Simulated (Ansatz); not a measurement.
Relaxation of a periodic cell of 63 atoms, Si$_{62}$P (host Si, host structure diamond, dopant P, one Si atom removed), cell charge +1, to a largest force component of 0.03 eV/Å in at most 60 steps.

Method: DFT PBE, scalar-relativistic, plane waves, PAW in Ansatz 0.2.0. Settings: PAW set soft_1, cutoff 420 eV, k mesh 1x1x1, gaussian smearing 0.05 eV, no spin polarisation.

```xyz
63
Lattice="10.8600 0.0000 0.0000 0.0000 10.8600 0.0000 0.0000 0.0000 10.8600" Properties=species:S:1:pos:R:3
Si 5.415 0.031 -0.039
Si 6.751 1.363 1.358
Si 8.124 2.703 0.004
Si 9.515 4.095 1.373
Si 8.176 0.031 2.720
Si 9.491 1.367 4.070
Si 0.017 -0.023 0.072
Si 1.362 1.413 1.352
Si 2.727 2.729 0.010
Si 4.076 4.065 1.378
Si 5.391 5.451 0.017
Si 6.792 6.856 1.314
Si 8.124 8.097 0.041
Si 9.529 9.528 1.355
Si 2.688 0.017 2.712
Si 5.426 2.705 2.673
Si 6.811 4.114 4.107
Si 8.097 5.431 2.713
Si 9.459 6.801 4.071
P 5.425 -0.009 5.428
Si 6.784 1.395 6.852
Si 8.139 2.668 5.482
Si 9.521 4.074 6.804
Si 8.195 -0.003 8.119
Si 9.499 1.345 9.520
Si 0.009 5.470 -0.044
Si 1.332 6.796 1.333
Si 2.743 8.142 -0.016
Si 4.120 9.441 1.345
Si -0.021 2.715 2.759
Si 1.318 4.101 4.019
Si 2.712 5.392 2.685
Si 4.057 6.722 4.036
Si 5.380 8.168 2.712
Si 6.767 9.510 4.044
Si -0.011 0.023 5.425
Si 1.364 1.361 6.809
Si 2.698 2.699 5.465
Si 4.031 4.093 6.831
Si 5.418 5.436 5.422
Si 6.785 6.817 6.800
Si 8.172 8.126 5.426
Si 9.443 9.459 6.810
Si 2.731 0.012 8.158
Si 4.084 1.373 9.472
Si 5.433 2.657 8.145
Si 6.780 4.153 9.558
Si 8.185 5.421 8.126
Si 9.505 6.784 9.507
Si -0.067 8.144 2.687
Si 1.357 9.446 4.070
Si 0.042 5.415 5.421
Si 1.355 6.812 6.755
Si 2.735 8.195 5.465
Si 4.076 9.507 6.841
Si 0.057 2.749 8.151
Si 1.372 4.034 9.511
Si 2.761 5.494 8.179
Si 4.100 6.811 9.493
Si 5.410 8.129 8.125
Si 6.774 9.480 9.471
Si -0.004 8.135 8.131
Si 1.353 9.470 9.541
```

Problem. Where does it end, and by what steps?

Solution. It converged. Limits of this set-up: coarse k mesh, no spin, though dangling bonds at a vacancy may carry it, charged cell in a uniform background, uncorrected. After 4 steps the energy has fallen by 1.466 eV; Si38 moved furthest, 0.16 Å.

| step | energy less start (eV) | largest force component (eV/Å) | accepted |
| --- | --- | --- | --- |
| 0 | 0.0000 | 1.658 | yes |
| 1 | -1.3337 | 0.471 | yes |
| 2 | -1.4490 | 0.179 | yes |
| 3 | -1.4211 | 0.441 | no |
| 4 | -1.4665 | 0.010 | yes |

```xyz
63
Lattice="10.8600 0.0000 0.0000 0.0000 10.8600 0.0000 0.0000 0.0000 10.8600" Properties=species:S:1:pos:R:3
Si 5.430 -0.001 0.008
Si 6.731 1.350 1.414
Si 8.109 2.722 0.012
Si 9.473 4.084 1.352
Si 8.111 0.008 2.762
Si 9.506 1.358 4.077
Si 0.002 -0.001 0.008
Si 1.354 1.397 1.359
Si 2.698 2.733 -0.028
Si 4.036 4.078 1.357
Si 5.433 5.431 0.006
Si 6.769 6.806 1.383
Si 8.151 8.141 0.020
Si 9.487 9.521 1.383
Si 2.736 0.135 2.742
Si 5.308 2.700 2.734
Si 6.731 4.020 4.085
Si 8.110 5.423 2.715
Si 9.510 6.782 4.080
P 5.403 0.030 5.409
Si 6.777 1.265 6.782
Si 8.112 2.674 5.427
Si 9.487 4.053 6.775
Si 8.160 -0.024 8.164
Si 9.510 1.357 9.515
Si -0.006 5.437 -0.002
Si 1.348 6.817 1.351
Si 2.710 8.184 0.014
Si 4.079 9.563 1.418
Si -0.034 2.733 2.703
Si 1.352 4.078 4.040
Si 2.698 5.462 2.702
Si 4.071 6.783 4.077
Si 5.421 8.181 2.763
Si 6.775 9.516 4.173
Si 0.003 -0.001 5.435
Si 1.411 1.349 6.734
Si 2.731 2.696 5.305
Si 4.080 4.018 6.733
Si 5.430 5.427 5.435
Si 6.801 6.766 6.805
Si 8.159 8.132 5.459
Si 9.524 9.489 6.806
Si 2.758 0.008 8.115
Si 4.072 1.358 9.512
Si 5.421 2.673 8.116
Si 6.768 4.054 9.490
Si 8.150 5.415 8.154
Si 9.505 6.784 9.511
Si 0.011 8.182 2.716
Si 1.413 9.563 4.085
Si 0.002 5.431 5.439
Si 1.378 6.806 6.775
Si 2.758 8.180 5.427
Si 4.168 9.515 6.781
Si 0.011 2.720 8.114
Si 1.348 4.084 9.478
Si 2.711 5.422 8.113
Si 4.074 6.783 9.514
Si 5.456 8.131 8.164
Si 6.802 9.490 9.529
Si 0.015 8.141 8.156
Si 1.377 9.522 9.491
```

Whether the end is a true minimum wasn't checked by a vibrational analysis.

Time of the run: 21 s on 4 threads of Arm Neoverse V2, on a shared host, peak memory 1.1 GiB.
